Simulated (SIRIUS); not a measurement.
This SIRIUS 7.12.0 run on HPbNO4 needs a look.

sirius.json

```json
{
  "control": {
    "processing_unit": "cpu",
    "verbosity": 2,
    "num_bands_to_print": 32,
    "print_forces": true,
    "print_stress": true
  },
  "parameters": {
    "electronic_structure_method": "pseudopotential",
    "xc_functionals": ["XC_LDA_X", "XC_LDA_C_VWN"],
    "gk_cutoff": 9.2,
    "pw_cutoff": 18.4,
    "ngridk": [4, 3, 3],
    "shiftk": [0, 0, 0],
    "smearing": "methfesel_paxton",
    "smearing_width": 0.0018374661,
    "num_bands": 32,
    "num_mag_dims": 0,
    "num_dft_iter": 60,
    "energy_tol": 1e-08,
    "density_tol": 1e-06
  },
  "iterative_solver": {
    "type": "davidson",
    "min_tolerance": 1e-10
  },
  "mixer": {
    "type": "anderson",
    "beta": 0.7,
    "max_history": 8
  },
  "settings": {
    "tol_ne": 1e-10,
    "pseudo_grid_cutoff": 6.5
  },
  "unit_cell": {
    "lattice_vectors": [
      [7.28880594351, 0.003363712502, -0.069126181639],
      [0.327924174406, 8.190753325533, -0.031123789273],
      [1.43246909425, 1.584969992507, 11.105202338498]
    ],
    "atom_coordinate_units": "lattice",
    "atom_types": ["H", "Pb", "N", "O"],
    "atom_files": {
      "H": "H.json",
      "Pb": "Pb.json",
      "N": "N.json",
      "O": "O.json"
    },
    "atoms": {
      "H": [
        [0.61511, 0.89559, 0.19844]
      ],
      "Pb": [
        [0.64597, 0.44651, 0.91685]
      ],
      "N": [
        [0.71474, 0.2381, 0.50058]
      ],
      "O": [
        [0.16958, 0.47007, 0.77768],
        [0.62919, 0.97045, 0.49845],
        [0.56424, 0.92583, 0.03849],
        [0.78022, 0.4225, 0.31951]
      ]
    }
  }
}
```

Potentials or basis: PseudoDojo 0.4.1 LDA standard (scalar relativistic).

Launch:

```console
$ upf_to_json H.upf
$ upf_to_json Pb.upf
$ upf_to_json N.upf
$ upf_to_json O.upf
$ OMP_NUM_THREADS=4 sirius.scf --input=sirius.json --output=out.json --task=0
```

Output:

```text
get_smearing_t(): wrong label of the smearing_t enumerator: methfesel_paxton
--------------------------------------------------------------------------
MPI_ABORT was invoked on rank 0 in communicator MPI_COMM_WORLD
  Errorcode: -1

NOTE: invoking MPI_ABORT causes Open MPI to kill all MPI processes.
You may or may not see output from other processes, depending on
exactly when Open MPI kills them.
--------------------------------------------------------------------------
```

How did it end, and where is the flaw?

The input was rejected before any iteration. The input holds a flaw that was put in on purpose: smearing spelt as in the input schema, which the program refuses (parameters.smearing = methfesel_paxton).
